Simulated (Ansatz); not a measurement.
# H6OSi2Te: a ladder of functionals and wavefunction methods

The task here is to estimate one member of a computed series from the others.

The runs use Ansatz 0.2.0, Gaussian basis; functionals in def2-TZVPP, the program's frozen cores in correlated methods.

The runs, in order: LDA (SPW92), PBE-D4, revPBE-D4, BLYP-D4, r2SCAN-D4, B97M-V, PBE0-D4, B3LYP-D4, r2SCANh-D4, r2SCAN0-D4, HSE06-D4, BHLYP-D4, CAM-B3LYP-D4, LC-ωPBE, ωB97X-V, ωB97M-V, B2PLYP, PBE-QIDH; CCSD(T)/def2-SVP; CCSD(T)/def2-TZVPP; MP2/def2-QZVPP; extrapolation to the limit; RPA on PBE.

### Structure used throughout

All runs share one geometry, relaxed beforehand with PBE0-D4 in a triple-zeta def2 set. Te takes the def2 core potential; no spin-orbit term is included.

SMILES `O[SiH]([SiH3])[TeH]`, 10 atoms, charge 0, spin multiplicity 1.

Atoms are counted from 1 here; the program's logs count them from 0.

Bond lengths: O1–Si2 1.650 Å, O1–H5 0.959 Å, Si2–Si3 2.341 Å, Si2–Te4 2.503 Å, Si2–H6 1.483 Å, Si3–H7 1.489 Å, Si3–H8 1.486 Å, Si3–H9 1.488 Å, Te4–H10 1.659 Å. Angles: Si2–O1–H5 117.2°, O1–Si2–Si3 113.5°, O1–Si2–Te4 113.5°, O1–Si2–H6 105.0°, Si3–Si2–Te4 106.3°, Si3–Si2–H6 112.8°, Te4–Si2–H6 105.5°, Si2–Si3–H7 108.6°, Si2–Si3–H8 109.5°, Si2–Si3–H9 111.8°, H7–Si3–H8 109.0°, H7–Si3–H9 108.6°, H8–Si3–H9 109.3°, Si2–Te4–H10 91.5°.

As a file:

```mol
H6OSi2Te
  3D, bonds by distance, orders not assigned

 10  9  0  0  0  0  0  0  0  0999 V2000
   -0.7303    1.8678   -0.8307 O   0  0
   -0.5421    0.7480    0.3662 Si  0  0
    1.4280   -0.5009    0.1732 Si  0  0
   -2.4145   -0.9090    0.4887 Te  0  0
   -0.9826    1.5446   -1.6974 H   0  0
   -0.6117    1.5208    1.6301 H   0  0
    1.3165   -1.3832   -1.0215 H   0  0
    1.5992   -1.3465    1.3836 H   0  0
    2.6223    0.3721    0.0096 H   0  0
   -1.6017   -1.9648   -0.4989 H   0  0
  1  2  8  0
  2  3  8  0
  2  4  8  0
  1  5  8  0
  2  6  8  0
  3  7  8  0
  3  8  8  0
  3  9  8  0
  4 10  8  0
M  END
```

Set-up of the first run:

in.yaml

```yaml
crystal:
  periodic: [false, false, false]
  atoms:
    - {symbol: O, position_ang: [-0.730267, 1.867801, -0.830719]}
    - {symbol: Si, position_ang: [-0.542081, 0.748041, 0.366197]}
    - {symbol: Si, position_ang: [1.427971, -0.500905, 0.173189]}
    - {symbol: Te, position_ang: [-2.414466, -0.908984, 0.488727]}
    - {symbol: H, position_ang: [-0.982550, 1.544573, -1.697448]}
    - {symbol: H, position_ang: [-0.611727, 1.520819, 1.630073]}
    - {symbol: H, position_ang: [1.316497, -1.383215, -1.021452]}
    - {symbol: H, position_ang: [1.599228, -1.346537, 1.383570]}
    - {symbol: H, position_ang: [2.622301, 0.372142, 0.009639]}
    - {symbol: H, position_ang: [-1.601706, -1.964837, -0.498878]}
basis:
  gaussian: {orbitals: def2-TZVPP}
hamiltonian: {xc: lda}
output: {orbitals: {seedname: orbitals}}
```

Steps of the session up to this table: LDA; PBE-D4 (GGA); revPBE-D4 (GGA); BLYP-D4 (GGA); r2SCAN-D4 (meta-GGA); B97M-V (meta-GGA); PBE0-D4 (hybrid); B3LYP-D4 (hybrid); r2SCANh-D4 (hybrid); r2SCAN0-D4 (hybrid); HSE06-D4 (hybrid); BHLYP-D4 (hybrid); CAM-B3LYP-D4 (range-separated); LC-ωPBE (range-separated); ωB97X-V (range-separated); ωB97M-V (range-separated); B2PLYP (double hybrid); PBE-QIDH (double hybrid).

One table of the session follows, with a row left open; its other results are not shown here.

It belongs to the step «Orbital energies across the functionals». 

| functional | HOMO (eV) | gap (eV) |
| --- | --- | --- |
| LDA (SPW92) | -5.82 | 4.07 |
| PBE-D4 | -5.66 | 4.08 |
| revPBE-D4 | -5.61 | 4.10 |
| BLYP-D4 | -5.48 | 4.01 |
| r2SCAN-D4 | -5.91 | 4.52 |
| B97M-V | -5.92 | 4.43 |
| PBE0-D4 | -6.68 | 5.88 |
| B3LYP-D4 | -6.45 | 5.45 |
| r2SCANh-D4 | -6.28 | 5.18 |
| r2SCAN0-D4 | -6.84 | 6.16 |
| HSE06-D4 | -6.29 | 5.12 |
| BHLYP-D4 | -7.52 | 7.58 |
| CAM-B3LYP-D4 | -7.87 | 8.08 |
| LC-ωPBE | ? | ? |
| ωB97X-V | -8.85 | 10.03 |
| ωB97M-V | -8.74 | 9.70 |

Q: Estimate the row for LC-ωPBE from the others.

As computed: HOMO (eV): -9.16; gap (eV): 10.45. In the column «HOMO (eV)» it is the lowest.
